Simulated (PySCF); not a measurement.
# CoH₄: one geometry, many levels of theory

How much do the numbers for CoH₄ (doublet) hang on the method? All levels run at one geometry, the PBE0 minimum.

The runs use PySCF 2.14.0; several methods, basis Co def2-TZVP, H def2-TZVP, no relativity, density fitting.

## Step 1: The system as given

5 atoms, charge 0, spin multiplicity 2.

Bond lengths: Co1–H2 1.568 Å, Co1–H3 1.568 Å, Co1–H4 1.568 Å, Co1–H5 1.568 Å. Angles: H2–Co1–H3 31.8°, H2–Co1–H4 157.6°, H2–Co1–H5 157.6°, H3–Co1–H4 157.6°, H3–Co1–H5 157.6°, H4–Co1–H5 31.8°.

Z-matrix (Å, degrees; charge 0 multiplicity 2):
```
Co
H  1 1.5676
H  1 1.5676 2 31.84
H  1 1.5676 2 157.63 3 133.88
H  1 1.5676 2 157.63 3 -133.88
```

## Step 2: PBE0

One driver script runs all steps and calls PySCF; scf.py shows the equivalent input of each level. Each SCF starts from the density of the minimum. The driver also runs the species with one electron less or more at the same geometry (one less: multiplicity 3); their logs are not shown.

scf.py

```python
from pyscf import gto, scf, dft
mol = gto.M(atom='''
Co    -0.000000     0.000000    -0.000000
H      0.429956    -0.000054     1.507478
H     -0.429956    -0.000030     1.507478
H      0.000012     0.429999    -1.507466
H     -0.000012    -0.429914    -1.507490''',
    basis={'Co': 'def2-TZVP', 'H': 'def2-TZVP'},
    charge=0, spin=1)
mf = dft.UKS(mol, xc='PBE0')
mf.grids.atom_grid = (99, 590)
aux = {'Co': 'def2-universal-JKFIT', 'H': 'def2-universal-JKFIT'}
mf = mf.density_fit(auxbasis=aux)
mf.kernel()
```

## Step 3: HF

scf.py, as its differences from that of step 2:

```diff
@@ -10,2 +10 @@
-mf = dft.UKS(mol, xc='PBE0')
-mf.grids.atom_grid = (99, 590)
+mf = scf.UHF(mol)
```

## Step 4: PBE

scf.py, as its differences from that of step 3:

```diff
@@ -10 +10,2 @@
-mf = scf.UHF(mol)
+mf = dft.UKS(mol, xc='PBE')
+mf.grids.atom_grid = (99, 590)
```

## Step 5: CCSD(T)

scf.py, as its differences from that of step 4:

```diff
@@ -10,2 +10 @@
-mf = dft.UKS(mol, xc='PBE')
-mf.grids.atom_grid = (99, 590)
+mf = scf.UHF(mol)
@@ -14,0 +14,3 @@
+from pyscf import cc
+mycc = cc.CCSD(mf, frozen=5).run()
+mycc.ccsd_t()
```

## Step 6: r2SCAN

scf.py, as its differences from that of step 5:

```diff
@@ -10 +10,2 @@
-mf = scf.UHF(mol)
+mf = dft.UKS(mol, xc='R2SCAN')
+mf.grids.atom_grid = (99, 590)
@@ -14,3 +14,0 @@
-from pyscf import cc
-mycc = cc.CCSD(mf, frozen=5).run()
-mycc.ccsd_t()
```

## Step 7: B3LYP

scf.py, as its differences from that of step 6:

```diff
@@ -10 +10 @@
-mf = dft.UKS(mol, xc='R2SCAN')
+mf = dft.UKS(mol, xc='B3LYP')
```

## Step 8: TPSSh

scf.py, as its differences from that of step 7:

```diff
@@ -10 +10 @@
-mf = dft.UKS(mol, xc='B3LYP')
+mf = dft.UKS(mol, xc='TPSSH')
```

## Step 9: B97-3

scf.py, as its differences from that of step 8:

```diff
@@ -10 +10 @@
-mf = dft.UKS(mol, xc='TPSSH')
+mf = dft.UKS(mol, xc='HYB_GGA_XC_B97_3')
```

## Step 10: r2SCANh

scf.py, as its differences from that of step 9:

```diff
@@ -10 +10 @@
-mf = dft.UKS(mol, xc='HYB_GGA_XC_B97_3')
+mf = dft.UKS(mol, xc='HYB_MGGA_XC_R2SCANH')
```

(Steps that only read results are left out.)

Q: Predict the outcome of this session. Wanted: atomisation energy, CCSD(T) in this basis; vertical ionisation energy, CCSD(T); orbital gap, range; T1, D1; T1, D1 of the cation.

The runs gave:

| quantity | value |
| --- | --- |
| atomisation energy, CCSD(T) in this basis | 880 kJ/mol |
| vertical ionisation energy, CCSD(T) | 6.50 eV |
| orbital gap, range | 0.87 (PBE) to 8.67 (HF) eV |
| T1, D1 | 0.058, 0.212 |
| T1, D1 of the cation | 0.025, 0.076 |

**Reading.** The functionals' atomisation energies stand +25 kJ/mol (B97-3) to +201 kJ/mol (PBE) from CCSD(T); much of that can be the slow basis convergence of CCSD(T), which binds tens of kJ/mol more at its limit, so it ranks no functional. HF lacks the correlation that pairing electrons in bonds brings, so it binds too weakly, by 718 kJ/mol even against this CCSD(T). For the vertical ionisation energy, B97-3 comes nearest to CCSD(T) (+0.01 eV) and HF is farthest (-3.62 eV). B97-3 costs 11 s against 78 s for CCSD(T), a factor of about 7, and lands within 0.01 eV. PBE's −ε(HOMO), 3.9 eV, falls 2.6 eV short of the ionisation energy, while its energy difference gives 7.4 eV. T1 is large, so single-reference CCSD(T) is itself in doubt here. This is the lowest SCF solution found for this spin; with open d or f shells other occupations or spin states may lie lower.
